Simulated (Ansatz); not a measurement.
# CH5FOSi: molecular dynamics

Purpose: to follow the molecule's vibrations and see whether its bonds hold. The start is relaxed first. Runs: 500 steps of 0.25 fs at constant energy, with velocities drawn for 300 K. SMILES of the start: C[Si@@H](O)F.

Method: RKS BHLYP-D4/6-31G, in Ansatz 0.2.0.

### Step 1. The system as given

Bond lengths: Si1–C2 1.870 Å, C2–H3 1.110 Å, C2–H4 1.110 Å, C2–H5 1.110 Å, Si1–F6 1.590 Å, Si1–O7 1.679 Å, O7–H8 1.010 Å, Si1–H9 1.459 Å. Angles: Si1–C2–H3 109.5°, Si1–C2–H4 109.5°, Si1–C2–H5 109.5°, H3–C2–H4 109.4°, H3–C2–H5 109.4°, H4–C2–H5 109.4°, C2–Si1–F6 109.5°, C2–Si1–O7 109.5°, C2–Si1–H9 109.5°, F6–Si1–O7 109.5°, F6–Si1–H9 109.5°, O7–Si1–H9 109.5°, Si1–O7–H8 109.5°.

As a file:

```xyz
9

Si    0.0000    0.0000    0.0000
C     0.0000    0.0000    1.8700
H    -0.9996   -0.3092    2.2405
H     0.7676   -0.7111    2.2405
H     0.2320    1.0203    2.2405
F     1.4994    0.0000   -0.5295
O    -0.7913    1.3709   -0.5594
H    -1.7491    1.1401   -0.7818
H    -0.6877   -1.1914   -0.4862
```

### Step 2. Preparing the start

The input, input.yaml:

```yaml
crystal:
  periodic: [false, false, false]
  atoms:
    - { symbol: Si, position_ang: [0.0, 0.0, 0.0] }
    - { symbol: C, position_ang: [0.0, 0.0, 1.87] }
    - { symbol: H, position_ang: [-0.9996, -0.3092, 2.2405] }
    - { symbol: H, position_ang: [0.7676, -0.7111, 2.2405] }
    - { symbol: H, position_ang: [0.232, 1.0203, 2.2405] }
    - { symbol: F, position_ang: [1.4994, 0.0, -0.5295] }
    - { symbol: O, position_ang: [-0.7913, 1.3709, -0.5594] }
    - { symbol: H, position_ang: [-1.7491, 1.1401, -0.7818] }
    - { symbol: H, position_ang: [-0.6877, -1.1914, -0.4862] }
basis:
  gaussian: { orbitals: "6-31G" }
hamiltonian:
  xc: { name: BHLYP }
  dispersion: d4
relax:
  f_tol: 0.02
  max_steps: 40
```

Run with:

```console
$ ansatz run input.yaml --threads 1 --pin off --max-ram 2048MiB --backend cpu --events-out ev --progress --plain --runs-dir out
```

Log, cut to the lines that bear on the results:

```text
Warning: RAYON_NUM_THREADS=1 ignored (pool sized by the plan → 1); use --threads N
[...]
Functional definition: BHLYP
[...]
641 factors; integrals over basis functions are off by at most 1.8e-4 eV
[...]
mean field -13756.34151517 eV, -505.5362262992 hartree, gradient 5.5e-5 eV, S^2 0.000000; 0 other end points of the search recorded, 0 dependent functions left out
[...]
reference -13756.34165732 eV, -505.5362315233 hartree; 21, 21 occupied and 29, 29 virtual orbitals, 641 factors
relax step   1: F+E_penalty+E_count = -13756.51363011 eV  Δ(F+E_penalty+E_count) = +0.000e0 eV  max|allowed force component| = 2.971e0 eV/Å  Δτ_max = 0.0000 Å  (24 SCF iters, accepted)
[...]
relax step   3: F+E_penalty+E_count = -13756.93699299 eV  Δ(F+E_penalty+E_count) = -1.317e-1 eV  max|allowed force component| = 5.824e-1 eV/Å  Δτ_max = 0.1272 Å  (30 SCF iters, accepted)
[...]
relax step   5: F+E_penalty+E_count = -13757.03520934 eV  Δ(F+E_penalty+E_count) = -1.167e-2 eV  max|allowed force component| = 5.047e-1 eV/Å  Δτ_max = 0.1999 Å  (27 SCF iters, accepted)
[...]
relax step   7: F+E_penalty+E_count = -13757.08090890 eV  Δ(F+E_penalty+E_count) = -2.268e-2 eV  max|allowed force component| = 4.275e-1 eV/Å  Δτ_max = 0.0329 Å  (28 SCF iters, accepted)
[...]
relax step   8: F+E_penalty+E_count = -13757.08487769 eV  Δ(F+E_penalty+E_count) = -3.969e-3 eV  max|allowed force component| = 2.507e-2 eV/Å  Δτ_max = 0.0377 Å  (27 SCF iters, accepted)
[...]
relax step   9: F+E_penalty+E_count = -13757.08503918 eV  Δ(F+E_penalty+E_count) = -1.615e-4 eV  max|allowed force component| = 7.176e-3 eV/Å  Δτ_max = 0.0090 Å  (22 SCF iters, accepted)
641 factors; integrals over basis functions are off by at most 1.8e-4 eV
mean field -13756.91372593 eV, -505.5572546569 hartree, gradient 9.9e-6 eV, S^2 0.000000; 1 other end points of the search recorded, 0 dependent functions left out
[...]
reference -13756.91386713 eV, -505.5572598457 hartree; 21, 21 occupied and 29, 29 virtual orbitals, 641 factors
Total energy: -13757.08518038 eV, -505.5635554916 hartree
Atom 0 at    -0.132697    -0.085158     0.077326 Å, force    -0.003783    -0.004690     0.005580 eV/Å
Atom 1 at     0.032671    -0.027560     1.932243 Å, force    -0.000928     0.000701    -0.001422 eV/Å
Atom 2 at    -0.931488    -0.202516     2.399876 Å, force     0.000419     0.001029    -0.001354 eV/Å
Atom 3 at     0.733790    -0.775215     2.289570 Å, force    -0.000608    -0.000724     0.001703 eV/Å
Atom 4 at     0.384557     0.951632     2.240952 Å, force     0.000602     0.002098     0.001341 eV/Å
Atom 5 at     1.367911     0.202698    -0.629247 Å, force     0.007176    -0.000001    -0.004478 eV/Å
Atom 6 at    -1.180600     1.159160    -0.364545 Å, force    -0.002816    -0.000161     0.000581 eV/Å
Atom 7 at    -1.426116     1.485146    -1.227048 Å, force    -0.000607     0.001536     0.000804 eV/Å
Atom 8 at    -0.576728    -1.388587    -0.484526 Å, force     0.000545     0.000211    -0.002755 eV/Å
Dipole moment:    -0.325703    -0.191179     0.067352 e Å
```

Run time: 26 s. Hardware: 1 thread of Arm Neoverse V1, shared host; peak memory 0.15 GiB.

Step by step:

| step | energy from step 1 (eV) | largest force component (eV/Å) |
| --- | --- | --- |
| 1 | 0.0000 | 2.9706 |
| 2 | -0.2917 | 1.5724 |
| 3 | -0.4234 | 0.5824 |
| 4 | -0.5099 | 0.2661 |
| 5 | -0.5216 | 0.5047 |
| 6 | -0.5446 | 1.2303 |
| 7 | -0.5673 | 0.4275 |
| 8 | -0.5712 | 0.0251 |
| 9 | -0.5714 | 0.0072 |

Step 1 is the start.

After: Bond lengths: Si1–C2 1.863 Å, C2–H3 1.086 Å, C2–H4 1.085 Å, C2–H5 1.085 Å, Si1–F6 1.683 Å, Si1–O7 1.686 Å, O7–H8 0.954 Å, Si1–H9 1.487 Å. Angles: Si1–C2–H3 110.2°, Si1–C2–H4 111.3°, Si1–C2–H5 109.9°, H3–C2–H4 108.7°, H3–C2–H5 108.1°, H4–C2–H5 108.6°, C2–Si1–F6 109.5°, C2–Si1–O7 107.1°, C2–Si1–H9 115.4°, F6–Si1–O7 108.5°, F6–Si1–H9 104.9°, O7–Si1–H9 111.2°, Si1–O7–H8 130.5°.

### Step 3. The run

500 steps of 0.25 fs at constant energy, with velocities drawn for 300 K, from the relaxed start.

The input, input.yaml:

```yaml
crystal:
  periodic: [false, false, false]
  atoms:
    - { symbol: Si, position_ang: [-0.132697, -0.085158, 0.077326] }
    - { symbol: C, position_ang: [0.032671, -0.02756, 1.932243] }
    - { symbol: H, position_ang: [-0.931488, -0.202516, 2.399876] }
    - { symbol: H, position_ang: [0.73379, -0.775215, 2.28957] }
    - { symbol: H, position_ang: [0.384557, 0.951632, 2.240952] }
    - { symbol: F, position_ang: [1.367911, 0.202698, -0.629247] }
    - { symbol: O, position_ang: [-1.1806, 1.15916, -0.364545] }
    - { symbol: H, position_ang: [-1.426116, 1.485146, -1.227048] }
    - { symbol: H, position_ang: [-0.576728, -1.388587, -0.484526] }
basis:
  gaussian: { orbitals: "6-31G" }
hamiltonian:
  xc: { name: BHLYP }
  dispersion: d4
md:
  timestep: 0.25
  n_steps: 500
  ensemble: nve
  temperature: 300.0
  initial_velocities: maxwell_boltzmann
  seed: 750271
```

Run with:

```console
$ ansatz run input.yaml --threads 1 --pin off --max-ram 2048MiB --backend cpu --events-out ev --progress --plain --runs-dir out
```

Log, cut to the lines that bear on the results:

```text
Warning: RAYON_NUM_THREADS=1 ignored (pool sized by the plan → 1); use --threads N
[...]
Functional definition: BHLYP
[...]
639 factors; integrals over basis functions are off by at most 1.6e-4 eV
[...]
mean field -13756.91367940 eV, -505.5572529471 hartree, gradient 5.9e-6 eV, S^2 0.000000; 0 other end points of the search recorded, 0 dependent functions left out
[...]
reference -13756.91382051 eV, -505.5572581328 hartree; 21, 21 occupied and 29, 29 virtual orbitals, 639 factors
md step     0: t =     0.00 fs  T =   300.0 K  F+E_penalty+E_count = -13757.08499265 eV  E_kin = 0.271446 eV  conserved = -13756.81354665 eV  (23 SCF iters)
[...]
md step    20: t =     5.00 fs  T =   104.3 K  F+E_penalty+E_count = -13756.90762397 eV  E_kin = 0.094350 eV  conserved = -13756.81327371 eV  (21 SCF iters)
[...]
md step    40: t =    10.00 fs  T =   172.3 K  F+E_penalty+E_count = -13756.96928045 eV  E_kin = 0.155868 eV  conserved = -13756.81341263 eV  (21 SCF iters)
[...]
md step    60: t =    15.00 fs  T =   126.6 K  F+E_penalty+E_count = -13756.92788767 eV  E_kin = 0.114541 eV  conserved = -13756.81334659 eV  (20 SCF iters)
[...]
md step    80: t =    20.00 fs  T =   208.5 K  F+E_penalty+E_count = -13757.00206664 eV  E_kin = 0.188686 eV  conserved = -13756.81338109 eV  (21 SCF iters)
md step    81: t =    20.25 fs  T =   222.5 K  F+E_penalty+E_count = -13757.01474789 eV  E_kin = 0.201332 eV  conserved = -13756.81341610 eV  (21 SCF iters)
```

### Step 4. The output, continued: dynamics from the start

Output, continued, cut to the lines that bear on the results:

```text
md step    82: t =    20.50 fs  T =   234.3 K  F+E_penalty+E_count = -13757.02544782 eV  E_kin = 0.212006 eV  conserved = -13756.81344159 eV  (22 SCF iters)
[...]
md step   108: t =    27.00 fs  T =    74.5 K  F+E_penalty+E_count = -13756.88061312 eV  E_kin = 0.067432 eV  conserved = -13756.81318095 eV  (21 SCF iters)
[...]
md step   134: t =    33.50 fs  T =   143.4 K  F+E_penalty+E_count = -13756.94297506 eV  E_kin = 0.129742 eV  conserved = -13756.81323282 eV  (21 SCF iters)
[...]
md step   160: t =    40.00 fs  T =   135.4 K  F+E_penalty+E_count = -13756.93576447 eV  E_kin = 0.122499 eV  conserved = -13756.81326559 eV  (21 SCF iters)
[...]
md step   184: t =    46.00 fs  T =   155.4 K  F+E_penalty+E_count = -13756.95392590 eV  E_kin = 0.140564 eV  conserved = -13756.81336152 eV  (21 SCF iters)
md step   185: t =    46.25 fs  T =   143.4 K  F+E_penalty+E_count = -13756.94312210 eV  E_kin = 0.129776 eV  conserved = -13756.81334641 eV  (21 SCF iters)
```

### Step 5. More of the same log: dynamics from the start

The log, continued, cut to the lines that bear on the results:

```text
md step   186: t =    46.50 fs  T =   130.5 K  F+E_penalty+E_count = -13756.93141720 eV  E_kin = 0.118092 eV  conserved = -13756.81332477 eV  (21 SCF iters)
[...]
md step   207: t =    51.75 fs  T =   216.0 K  F+E_penalty+E_count = -13757.00883562 eV  E_kin = 0.195402 eV  conserved = -13756.81343395 eV  (21 SCF iters)
[...]
md step   228: t =    57.00 fs  T =   136.3 K  F+E_penalty+E_count = -13756.93662375 eV  E_kin = 0.123326 eV  conserved = -13756.81329811 eV  (21 SCF iters)
[...]
md step   249: t =    62.25 fs  T =   153.7 K  F+E_penalty+E_count = -13756.95242724 eV  E_kin = 0.139088 eV  conserved = -13756.81333953 eV  (24 SCF iters)
[...]
md step   499: t =   124.75 fs  T =   117.5 K  F+E_penalty+E_count = -13756.91957605 eV  E_kin = 0.106344 eV  conserved = -13756.81323243 eV  (21 SCF iters)
[...]
Total energy: -13756.91968273 eV, -505.5574735651 hartree
Atom 0 at    -0.136653    -0.070451     0.078166 Å, force    -0.090210    -0.894239    -0.402457 eV/Å
Atom 1 at     0.050605    -0.030388     1.919308 Å, force    -0.869071     1.237549    -0.367151 eV/Å
Atom 2 at    -0.855945    -0.225484     2.447764 Å, force    -0.989617     0.154510     0.013469 eV/Å
Atom 3 at     0.648091    -0.836285     2.213708 Å, force     1.647281    -0.707687     0.530592 eV/Å
Atom 4 at     0.379165     0.971477     2.223208 Å, force     0.324304    -0.669386     0.053675 eV/Å
Atom 5 at     1.374403     0.188201    -0.612446 Å, force     0.078414     0.244473    -0.027772 eV/Å
Atom 6 at    -1.197954     1.164225    -0.369268 Å, force     0.083205    -0.147135    -0.104424 eV/Å
Atom 7 at    -1.450369     1.412890    -1.256444 Å, force    -0.069289     0.102967    -0.010879 eV/Å
Atom 8 at    -0.487309    -1.435354    -0.520393 Å, force    -0.115017     0.678948     0.314948 eV/Å
Dipole moment:    -0.362195    -0.190507     0.076534 e Å
```

Wall time 17 min (1 thread of Arm Neoverse V1, shared host); peak memory 0.11 GiB.

### Step 6. The trajectory

The trajectory, every 36 steps (energies from step 0):

| time (fs) | T (K) | potential energy change (meV/atom) | total energy change (meV/atom) |
| --- | --- | --- | --- |
| 0.0 | 300 | 0.0 | 0.00 |
| 9.0 | 158 | 14.3 | 0.02 |
| 18.0 | 104 | 19.7 | 0.05 |
| 27.0 | 75 | 22.7 | 0.04 |
| 36.0 | 120 | 18.1 | 0.03 |
| 45.0 | 189 | 11.1 | 0.02 |
| 54.0 | 211 | 9.0 | 0.02 |
| 63.0 | 155 | 14.6 | 0.03 |
| 72.0 | 140 | 16.1 | 0.03 |
| 81.0 | 122 | 17.9 | 0.03 |
| 90.0 | 88 | 21.3 | 0.04 |
| 99.0 | 177 | 12.4 | 0.03 |
| 108.0 | 172 | 12.8 | 0.02 |
| 117.0 | 212 | 8.9 | 0.01 |
| 125.0 | 118 | 18.4 | 0.04 |

time (fs), T (K) and a bar:
```
      0.0        300 ##############################
      5.5        102 #####
     10.8        163 #############
     16.2        119 #######
     21.8        251 ########################
     27.2         73 ##
     32.5        175 ##############
     38.0        102 #####
     43.5        205 ##################
     49.0         60 
     54.2        204 ##################
     59.8        108 ######
     65.2        175 ##############
     70.8         77 ##
     76.0        233 ######################
     81.5        139 ##########
     87.0        176 ##############
     92.5         94 ####
     97.8        247 #######################
    103.2        147 ###########
    108.8        148 ###########
    114.2         84 ###
    119.5        208 ##################
    125.0        118 #######
```

Maxima of the velocity power spectrum (cm⁻¹, relative height; resolution about 530 cm⁻¹): 800 (62), 1530 (100), 2270 (38), 3270 (30).

### Step 7. Frames from the trajectory

Extended XYZ, with forces in eV/Å:

```xyz
9
time_fs=15.5 T=127 dE=0.1569
Si   -0.127   -0.080    0.076   -0.169   -0.332    0.420
C     0.023   -0.029    1.983   -0.428   -0.572   -0.469
H    -0.890   -0.282    2.522   -0.368    0.357   -0.556
H     0.676   -0.838    2.325    0.589    0.734   -0.130
H     0.299    0.988    2.267    0.376   -0.492    0.159
F     1.369    0.198   -0.656   -0.039    0.154    0.237
O    -1.186    1.165   -0.373    0.286   -0.289    0.457
H    -1.381    1.447   -1.257   -0.172    0.228   -0.429
H    -0.516   -1.382   -0.571   -0.074    0.212    0.311
9
time_fs=31.2 T=203 dE=0.0875
Si   -0.120   -0.075    0.102   -0.359   -0.504   -1.004
C     0.020   -0.046    1.927   -0.128    0.778    0.440
H    -0.980   -0.275    2.282    0.095   -0.124    0.348
H     0.746   -0.734    2.325    0.035   -0.364    0.032
H     0.284    0.945    2.291   -0.073   -0.052   -0.046
F     1.362    0.205   -0.658   -0.191   -0.181    0.079
O    -1.172    1.155   -0.378    0.279   -0.285    0.778
H    -1.421    1.504   -1.216   -0.114    0.175   -0.574
H    -0.676   -1.425   -0.344    0.457    0.557   -0.054
9
time_fs=47.0 T=103 dE=0.1782
Si   -0.124   -0.076    0.085   -0.161   -1.194   -0.018
C    -0.001   -0.026    1.943    1.069   -0.314    0.016
H    -0.974   -0.265    2.378    0.530   -0.239    0.150
H     0.845   -0.681    2.227   -1.044   -0.331    0.124
H     0.353    0.912    2.342   -0.425    0.591   -0.274
F     1.346    0.199   -0.650    0.579    0.210   -0.105
O    -1.156    1.151   -0.362   -0.350    0.194    0.070
H    -1.378    1.480   -1.221   -0.172    0.205   -0.393
H    -0.485   -1.463   -0.496   -0.025    0.878    0.430
9
time_fs=62.5 T=154 dE=0.1319
Si   -0.132   -0.101    0.078   -0.329   -0.354   -0.500
C     0.034   -0.032    1.966   -0.858    0.854   -0.778
H    -0.910   -0.254    2.441   -0.442    0.025   -0.119
H     0.723   -0.717    2.399    0.900   -0.200    0.036
H     0.249    1.020    2.190    0.281   -0.482    0.185
F     1.377    0.209   -0.648   -0.474   -0.162    0.282
O    -1.183    1.178   -0.368    0.421   -0.459    0.295
H    -1.397    1.506   -1.242    0.057   -0.078    0.081
H    -0.640   -1.421   -0.570    0.442    0.857    0.518
9
time_fs=78.0 T=142 dE=0.1430
Si   -0.135   -0.092    0.073   -0.412   -1.094   -0.302
C     0.032   -0.004    1.907   -0.215   -1.571    0.903
H    -0.898   -0.291    2.425    0.142    0.402   -0.481
H     0.738   -0.794    2.261   -0.108    1.166   -0.250
H     0.281    1.006    2.198    0.375   -0.080    0.242
F     1.369    0.205   -0.621   -0.053   -0.126   -0.096
O    -1.171    1.158   -0.346   -0.296    0.439   -0.790
H    -1.388    1.492   -1.225    0.046   -0.123    0.483
H    -0.652   -1.457   -0.474    0.521    0.987    0.291
9
time_fs=93.8 T=113 dE=0.1693
Si   -0.136   -0.082    0.071   -0.248   -1.152   -0.641
C     0.035   -0.023    1.904    0.366    1.611   -0.277
H    -0.915   -0.200    2.354   -0.354   -0.293    0.598
H     0.815   -0.653    2.229    0.439   -1.314    0.484
H     0.407    0.963    2.218   -0.562   -0.095   -0.294
F     1.360    0.191   -0.603    0.611    0.273   -0.290
O    -1.177    1.156   -0.356   -0.430    0.313   -0.459
H    -1.485    1.556   -1.175    0.262   -0.347    0.425
H    -0.481   -1.471   -0.538   -0.084    1.005    0.455
9
time_fs=109.5 T=122 dE=0.1617
Si   -0.144   -0.089    0.060   -0.093   -0.253    0.086
C     0.049   -0.027    1.950    0.405   -0.829    0.030
H    -0.943   -0.179    2.417    0.821   -0.133   -0.138
H     0.840   -0.735    2.335   -1.308    0.490   -0.517
H     0.413    0.945    2.242   -0.105    0.425   -0.079
F     1.400    0.198   -0.613   -0.749   -0.250    0.137
O    -1.206    1.166   -0.366    0.194    0.105   -0.326
H    -1.464    1.475   -1.242    0.129   -0.163    0.443
H    -0.750   -1.369   -0.552    0.706    0.607    0.364
9
time_fs=125.0 T=118 dE=0.1655
Si   -0.137   -0.070    0.078   -0.090   -0.894   -0.403
C     0.051   -0.030    1.919   -0.869    1.238   -0.367
H    -0.856   -0.226    2.448   -0.990    0.154    0.013
H     0.648   -0.836    2.214    1.647   -0.708    0.531
H     0.379    0.972    2.223    0.324   -0.669    0.054
F     1.374    0.188   -0.612    0.078    0.244   -0.028
O    -1.198    1.164   -0.369    0.083   -0.147   -0.104
H    -1.450    1.413   -1.256   -0.069    0.103   -0.011
H    -0.487   -1.435   -0.520   -0.115    0.679    0.315
```

### Step 8. Results

```
                          quantity                         value
           relaxation of the start       8 moves, 0.571 eV lower
                            length          500 steps of 0.25 fs
  temperature, first and last step                 300 and 118 K
          temperature, second half  mean 150 K, from 61 to 261 K
     potential energy, second half   +15 meV/atom from the start
largest change of the total energy                 0.05 meV/atom
            bonds formed or broken                             0
```

The temperature starts at 300 K and averages 150 K in the second half, where it ranges from 61 to 261 K. About half is expected from a start at a minimum: kinetic energy passes into potential energy until both shares match. The total energy strays from its start by at most 0.05 meV/atom, 0.3 % of the mean kinetic energy, which is good for a step of 0.25 fs. The bonding pattern survives the run. 125 fs on 9 atoms is far too short and small for converged averages. The nuclei move classically, without zero-point motion, which matters most for hydrogen. The basis is very small, so the numbers are rough.
